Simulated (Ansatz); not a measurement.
# H2OSi: interaction energy of a dimer with the counterpoise correction from a Python script

How strongly do two molecules of H2OSi bind, and how much of that is basis error? A script is to give the interaction energy of a dimer with the counterpoise correction; the system is H2OSi. SMILES: O[SiH].

All numbers are computed with Ansatz 0.2.0 through its Python package. Level of theory: B3LYP/def2-SVPD.

### 1 The structure

Bond lengths: O1–Si2 1.703 Å, O1–H3 0.881 Å, Si2–H4 1.425 Å. Angles: O1–Si2–H4 111.7°, Si2–O1–H3 118.8°.

No structure file is read: the coordinates are typed or built in the script.

### 2 Script

Input file run_dimer.py:

```python
# -*- coding: utf-8 -*-
"""Interaction energy of two H2OSi molecules, with the counterpoise correction."""

import ansatz as az

FIRST = [
    ("O", (0.1255, -0.8286, 0.2932)),
    ("Si", (0.1031, 0.8206, -0.1304)),
    ("H", (0.7532, -1.1172, 0.8397)),
    ("H", (-0.9819, 1.1251, -1.0024)),
]
SECOND = [
    ("O", (1.2868, -2.5769, -1.4678)),
    ("Si", (-0.3723, -2.9001, -1.6742)),
    ("H", (1.5394, -1.7506, -1.2967)),
    ("H", (-0.6118, -4.2824, -1.9242)),
]

def energy(atoms, ghosts=()):
    molecule = az.Crystal.molecule()
    for symbol, xyz in atoms:
        molecule = molecule.atom(symbol, xyz)
    calc = (
        molecule.calculation()
        .basis(gaussian="def2-SVPD")  # atom-centred Gaussian functions
        .functional("B3LYP")
    )
    deck = calc.input()
    if ghosts:
        deck = deck.set(az.key.basis.gaussian.ghost_atoms, [{"symbol": s, "position_ang": list(xyz)} for s, xyz in ghosts])
    return az.Session.from_dict(deck).plan().execute().report["free_energy_ev"]


def main():
    # ghost atoms carry the functions of the partner
    both = energy(FIRST + SECOND)
    alone = energy(FIRST) + energy(SECOND)
    ghosted = energy(FIRST, SECOND) + energy(SECOND, FIRST)
    print(f"dimer {both:.6f} eV")
    print(f"interaction, uncorrected   {(both - alone):8.3f} eV")
    print(f"interaction, counterpoise  {(both - ghosted):8.3f} eV")
    print(f"basis-set superposition    {(alone - ghosted):8.3f} eV")


if __name__ == "__main__":
    main()
```

### 3 What the engine is handed

The engine receives this input (first run):

```yaml
crystal:
  periodic: [false, false, false]
  atoms:
    - { symbol: O, position_ang: [0.1255, -0.8286, 0.2932] }
    - { symbol: Si, position_ang: [0.1031, 0.8206, -0.1304] }
    - { symbol: H, position_ang: [0.7532, -1.1172, 0.8397] }
    - { symbol: H, position_ang: [-0.9819, 1.1251, -1.0024] }
    - { symbol: O, position_ang: [1.2868, -2.5769, -1.4678] }
    - { symbol: Si, position_ang: [-0.3723, -2.9001, -1.6742] }
    - { symbol: H, position_ang: [1.5394, -1.7506, -1.2967] }
    - { symbol: H, position_ang: [-0.6118, -4.2824, -1.9242] }
basis:
  gaussian:
    orbitals: def2-SVPD
hamiltonian:
  xc: b3lyp
```

### 4 The run

The run is started by

```
> python run_dimer.py
```

**Question.** How large is the interaction at this pose, and how much of it is basis-set superposition?

The runs gave:

| quantity | value |
| --- | --- |
| interaction energy, uncorrected | 0.193 eV |
| interaction energy, counterpoise | 0.240 eV |
| runs compared | 5 |

The pair is unbound at this geometry and level. Uncorrected it is 0.193 eV, with the counterpoise correction 0.240 eV; the difference, 0.05 eV, is the superposition error. The pose is repulsive. Caveats:
- The dimer is a generated trial pose of unrelaxed monomers, not a minimum, so the figure is no binding energy, and the basis set is small.
- b3lyp holds the VWN-RPA fit, as in Gaussian; the form of ORCA and Turbomole is b3lyp5.
- This level lacks the dispersion part of the attraction (electrostatics and induction are there), which can decide the sign where the interaction is weak.
